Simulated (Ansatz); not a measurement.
# CH4I2OZr: small, medium and large basis sets

One table from this session's results is given with a row withheld; the runs are named, their logs left out.

Computed with Ansatz 0.2.0, Gaussian basis. Level: one geometry, several basis sets.

Plan: PBE0-D4/def2-SVP; ωB97M-V/def2-SVP; PBE0-D4/def2-QZVPP; ωB97M-V/def2-QZVPP; the functionals' def2-TZVPP values are taken from earlier runs.

### The geometry

The geometry comes from an earlier relaxation with PBE0-D4 in a triple-zeta def2 set; it is a stationary point, not always the lowest conformer. Zr, I take the def2 core potential; no spin-orbit term is included.

SMILES `[CH3][Zr]([OH])([I])[I]`, 9 atoms, charge 0, spin multiplicity 1.

Atoms are counted from 1 here; the program's logs count them from 0.

Bond lengths: C1–Zr2 2.185 Å, C1–H6 1.096 Å, C1–H7 1.096 Å, C1–H8 1.096 Å, Zr2–O3 1.883 Å, Zr2–I4 2.721 Å, Zr2–I5 2.721 Å, O3–H9 0.954 Å. Angles: Zr2–C1–H6 110.0°, Zr2–C1–H7 110.8°, Zr2–C1–H8 110.8°, H6–C1–H7 108.4°, H6–C1–H8 108.4°, H7–C1–H8 108.3°, C1–Zr2–O3 104.5°, C1–Zr2–I4 106.6°, C1–Zr2–I5 106.6°, O3–Zr2–I4 112.2°, O3–Zr2–I5 112.2°, I4–Zr2–I5 113.9°, Zr2–O3–H9 168.3°.

As a file:

```xyz
9

C    -1.25155    0.57357   -0.37222
Zr    0.74820   -0.27168   -0.12585
O     0.85976   -0.69007    1.70697
I     0.85147   -2.49077   -1.69683
I     2.50755    1.67451   -0.84669
H    -1.41494    0.85286   -1.41957
H    -1.37512    1.46855    0.24788
H    -2.01982   -0.15280   -0.08421
H     1.09444   -0.96414    2.59051
```

Set-up of the first run:

in.yaml reads:

```yaml
crystal:
  periodic: [false, false, false]
  atoms:
    - {symbol: C, position_ang: [-1.251546, 0.573570, -0.372223]}
    - {symbol: Zr, position_ang: [0.748195, -0.271681, -0.125850]}
    - {symbol: O, position_ang: [0.859756, -0.690075, 1.706973]}
    - {symbol: I, position_ang: [0.851473, -2.490773, -1.696831]}
    - {symbol: I, position_ang: [2.507551, 1.674507, -0.846694]}
    - {symbol: H, position_ang: [-1.414938, 0.852856, -1.419573]}
    - {symbol: H, position_ang: [-1.375121, 1.468549, 0.247882]}
    - {symbol: H, position_ang: [-2.019816, -0.152801, -0.084207]}
    - {symbol: H, position_ang: [1.094445, -0.964141, 2.590514]}
basis:
  gaussian: {orbitals: def2-SVP}
hamiltonian: {xc: pbe0, dispersion: d4}
output: {orbitals: {seedname: orbitals}}
```

On the command line:

```bash
$ ansatz run in.yaml --threads 2 --pin off --events-out ev --progress --plain --max-ram 22528MiB --backend cpu
```

Steps of the session up to this table: PBE0-D4 in def2-SVP; ωB97M-V in def2-SVP; PBE0-D4 in def2-QZVPP; ωB97M-V in def2-QZVPP.

One table of the session follows, with a row left open; its other results are not shown here.

It belongs to the step «Density functionals: the series». 

| functional | basis | HOMO (eV) | LUMO (eV) |
| --- | --- | --- | --- |
| PBE0-D4 | def2-SVP | -7.60 | -1.95 |
| PBE0-D4 | def2-TZVPP | -7.64 | -1.97 |
| PBE0-D4 | def2-QZVPP | -7.65 | -1.97 |
| ωB97M-V | def2-SVP | -9.62 | 0.05 |
| ωB97M-V | def2-TZVPP | ? | ? |
| ωB97M-V | def2-QZVPP | -9.70 | -0.03 |

Estimate the missing values for ωB97M-V, def2-TZVPP.

**Answer.** HOMO (eV): -9.69; LUMO (eV): -0.02. In the column «HOMO (eV)» it lies between ωB97M-V, def2-QZVPP (-9.70) and ωB97M-V, def2-SVP (-9.62).
